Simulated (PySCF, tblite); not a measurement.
# C7H16OSi: geometry, infrared bands and NMR shifts

Aim: predict the infrared bands and NMR shifts of C7H16OSi (`C/C=C(\CO)C(C)(C)[SiH3]`).

Computed with tblite 0.8.0 and PySCF 2.14.0, with density-fitted response routines of our own, on a single molecule in the gas phase. Atoms count from 0, in the outputs and in this text.

## Step 1: The starting structure

25 atoms, charge 0, multiplicity 1; geometry from: force field or distance geometry start.

Bonds of the start (Å): C0–C1 1.52, C1–C2 1.34, C2–C3 1.51, C3–O4 1.41, C2–C5 1.58, C5–C6 1.56, C5–C7 1.55, C5–Si8 2.03, C0–H9 1.08, C0–H10 1.09, C0–H11 1.09, C1–H12 1.07, C3–H13 1.09, C3–H14 1.10, O4–H15 0.97, C6–H16 1.10, C6–H17 1.10, C6–H18 1.09, C7–H19 1.10, C7–H20 1.10, C7–H21 1.10, Si8–H22 1.48, Si8–H23 1.48, Si8–H24 1.49.

## Step 2: Relaxing the molecule with GFN2-xTB

What the job is given:

```
{"job": {"kind": "relax", "xc": "GFN2-xTB", "basis": "xTB"}, "charge": 0, "multiplicity": 1}
C      2.896000    -0.862200     0.529900
C      1.523700    -0.786700    -0.108800
C      0.451300    -0.113000     0.338400
C      0.487800     0.672800     1.631800
O      0.951100     1.980300     1.395100
C     -0.924600    -0.120700    -0.439400
C     -0.867100    -0.865900    -1.807400
C     -2.002000    -0.820000     0.421100
Si    -1.535900     1.763900    -0.858100
H      3.644100    -0.635800    -0.219400
H      3.025800    -0.154300     1.349200
H      3.067100    -1.873200     0.909500
H      1.469400    -1.370800    -1.006500
H     -0.484900     0.731800     2.120000
H      1.145900     0.204800     2.378100
H      1.726500     1.902600     0.820800
H     -0.622900    -1.926000    -1.664000
H     -1.837000    -0.839000    -2.319200
H     -0.126100    -0.426600    -2.475200
H     -2.945200    -0.918400    -0.131000
H     -2.243800    -0.274900     1.343000
H     -1.689800    -1.832900     0.698500
H     -2.729400     1.665900    -1.725400
H     -0.459300     2.474600    -1.579700
H     -1.931600     2.447600     0.407800
```

Run with:

```console
> OMP_NUM_THREADS=1 python probes_run.py task.json out
```

This one command runs all jobs of the session in turn.

**Question.** This job is followed by: GFN2-xTB harmonic vibrations, gas phase; GIAO PBE0/pcSseg-1 NMR shielding, non-relativistic, gas phase. Predict these results of the whole session: strongest single infrared mode (GFN2-xTB); zero-point energy (GFN2-xTB); 13C shifts against TMS (PBE0/pcSseg-1, means over atoms taken as alike); 1H shifts against TMS (PBE0/pcSseg-1, means over atoms taken as alike); 17O shifts against H2O (PBE0/pcSseg-1); 29Si shifts against TMS (PBE0/pcSseg-1).

As calculated:

| quantity | value |
| --- | --- |
| strongest single infrared mode (GFN2-xTB) | 2159 cm⁻¹, 431 km/mol |
| zero-point energy (GFN2-xTB) | 131.5 kcal/mol |
| 13C shifts against TMS (PBE0/pcSseg-1, means over atoms taken as alike) | 155.4, 125.1, 60.7, 28.0, 27.0, 16.7 ppm |
| 1H shifts against TMS (PBE0/pcSseg-1, means over atoms taken as alike) | 5.57, 4.47, 3.90, 1.93, 1.22, -0.01 ppm |
| 17O shifts against H2O (PBE0/pcSseg-1) | 74.3 ppm |
| 29Si shifts against TMS (PBE0/pcSseg-1) | -55.4 ppm |

Over 138 steps the energy fell by 0.315 eV; of the close pairs, C5–Si8 changed most, 2.025 to 1.933 Å. All 69 modes are real, so the xTB geometry is a minimum. The strongest single mode, at 2159 cm⁻¹, moves mainly H22. GFN2-xTB is a fitted tight-binding method: band positions and strengths are rough. Its intensities can rank the bands wrongly. At PBE0/pcSseg-1: Shielding is most anisotropic at C2 (span 227 ppm, paramagnetic term -233 ppm).
